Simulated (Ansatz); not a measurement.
Working through a convergence test of the k-point mesh of YSc, space group P-6m2

With Ansatz's Python interface.

Interactive session:
```pycon
>>> import warnings
>>> import ansatz
>>> import pandas as pd
>>> warnings.simplefilter("ignore", ansatz.DeckWarning)
>>> lattice = ansatz.Lattice.of(
...     (3.520166, 0.0, 0.0),
...     (-1.760083, 3.048553, 0.0),
...     (0.0, 0.0, 5.404116),
... )
>>> sites = [
...     ("Y", (0.0, 0.0, 0.0)),
...     ("Sc", (1 / 3, 2 / 3, 0.5)),
... ]
>>> cell = ansatz.Crystal(lattice=lattice)
>>> for symbol, position in sites:
...     cell = cell.atom(symbol, position)
...
>>> [site.symbol for site in cell.resolved().sites]
['Y', 'Sc']
>>> base = cell.calculation().functional(ansatz.Functional.PBESOL).occupations("gaussian", width=0.1)
>>> rows = []
>>> for value in [(3, 3, 2), (5, 5, 3), (6, 6, 4), (7, 7, 4), (9, 9, 5)]:
...     r = base.kpoints(mesh=value).run().report
...     rows.append((value, r["free_energy_ev"] / len(r["lattice"]["sites"]), r["n_iterations"], r["n_kpoints"]))
...
>>> table = pd.DataFrame(rows, columns=["mesh", "F/atom (eV)", "iterations", "k-points"])
>>> table.round(5)
        mesh  F/atom (eV)  iterations  k-points
0  (3, 3, 2)  -2953.10889           7         6
1  (5, 5, 3)  -2953.14991           6        10
2  (6, 6, 4)  -2953.17196           7        21
3  (7, 7, 4)  -2953.17021           7        24
4  (9, 9, 5)  -2953.16373           7        36
>>> # differences from the last row
>>> for row in rows[:-1]:
...     shift = 1000 * (row[1] - rows[-1][1])
...     print(f"{row[0]}: {shift:+.2f} meV/atom" + ("  (within 1 meV)" if abs(shift) < 1 else ""))
...
(3, 3, 2): +54.84 meV/atom
(5, 5, 3): +13.83 meV/atom
(6, 6, 4): -8.22 meV/atom
(7, 7, 4): -6.48 meV/atom
```

This cell is a computed structure, which may not be the phase found in nature. Shifts are counted from the finest mesh, which is itself no proven limit. Wall time of the script: 5.8 s on 1 thread of Arm Neoverse V2 (shared host), peak memory 0.44 GiB.
